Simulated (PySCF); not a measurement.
# C6H10O2S4Zn: the cost of one run

The runs use PySCF 2.14.0, with density-fitted response routines of our own; the level of theory stands in each step. All values are computed, except where a source is named. Atoms are numbered from 0 throughout.

## 1. The molecule as given

23 atoms, charge 0, multiplicity 1; geometry from: GFN2-xTB.

Bonds of the start (Å): C0–C1 1.52, C1–O2 1.43, O2–C3 1.30, C3–S4 1.69, C3–S5 1.70, S5–Zn6 2.47, Zn6–S7 2.47, S7–C8 1.70, C8–S9 1.69, C8–O10 1.30, O10–C11 1.43, C11–C12 1.52, C0–H13 1.09, C0–H14 1.09, C0–H15 1.09, C1–H16 1.10, C1–H17 1.10, C11–H18 1.09, C11–H19 1.10, C12–H20 1.09, C12–H21 1.09, C12–H22 1.09.

## 2. Relaxing the molecule at PBE0-D3(BJ)/def2-SVP

Job settings and geometry (Å):

```
{"job": {"xc": "PBE0", "basis": "def2-SVP", "d3": "d3bj", "grid": 1, "kind": "geom"}, "charge": 0, "multiplicity": 1}
C      6.179130     0.430920    -1.157240
C      4.761980    -0.106600    -1.208030
O      3.951640     0.716350    -0.366700
C      2.682360     0.453600    -0.230040
S      1.830960     1.497970     0.794990
S      1.944030    -0.845200    -1.031010
Zn    -0.029600     0.010750     0.191250
S     -2.266720     0.609180    -0.672310
C     -2.753920    -0.368880     0.624590
S     -1.641870    -1.165780     1.623750
O     -4.005580    -0.555980     0.939060
C     -5.053210     0.020030     0.156020
C     -5.363910    -0.828570    -1.067550
H      6.547710     0.410350    -0.135590
H      6.203820     1.456180    -1.515330
H      6.822690    -0.180370    -1.782340
H      4.356260    -0.079520    -2.225890
H      4.709350    -1.140330    -0.846980
H     -5.907360     0.054220     0.835440
H     -4.768490     1.035140    -0.139810
H     -6.212120    -0.401530    -1.593700
H     -5.605980    -1.844470    -0.766500
H     -4.509880    -0.851700    -1.739610
```

**Question.** How long does this first job take on 8 threads of Intel Xeon at 2.70GHz, shared host?

About 5.2 min.
